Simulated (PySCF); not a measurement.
# C10H10O3: the cost of one run

Computed with PySCF 2.14.0 and routines of our own; the level stands in each step. Atoms count from 0.

### 1 The system as given

23 atoms, charge 0, multiplicity 1; geometry from: GFN2-xTB.

### 2 NMR shifts: GIAO KT3/pcSseg-1

The job: settings as JSON, then the geometry in Å.

```
{"job": {"kind": "nmr", "xc": "KT3", "basis": "pcSseg-1", "pop": false}, "charge": 0, "multiplicity": 1}
C      4.612875    -0.094571     0.328217
O      3.242596     0.265689     0.241922
C      2.371578    -0.750675     0.176440
O      2.705575    -1.910187     0.188698
C      0.962961    -0.288646     0.088200
C      0.627577     1.063062     0.074453
C     -0.697699     1.433591    -0.009841
C     -1.711104     0.475593    -0.081988
C     -3.113683     0.971462    -0.171294
C     -4.209003    -0.060947    -0.248200
O     -3.356092     2.156820    -0.181228
C     -1.367842    -0.876116    -0.067097
C     -0.042183    -1.251252     0.017289
H      4.791892    -0.694576     1.223139
H      4.908527    -0.675876    -0.547969
H      5.170162     0.837797     0.374685
H      1.405563     1.807677     0.129502
H     -0.983901     2.474593    -0.022445
H     -4.076309    -0.684553    -1.129410
H     -4.189953    -0.695614     0.634849
H     -5.169425     0.444773    -0.306909
H     -2.127778    -1.639266    -0.121197
H      0.242814    -2.292586     0.030052
```

Method: GIAO KT3/pcSseg-1 NMR shielding, non-relativistic, gas phase.

The run is started by

```sh
$ OMP_NUM_THREADS=1 python large_run.py task.json out
```

One launch serves the whole session: the jobs run in the order shown.

**Question.** How long does this job take on 1 thread of Arm Neoverse V1, shared host, and how much memory does it need?

About 15 s, with a peak of 0.5 GiB.
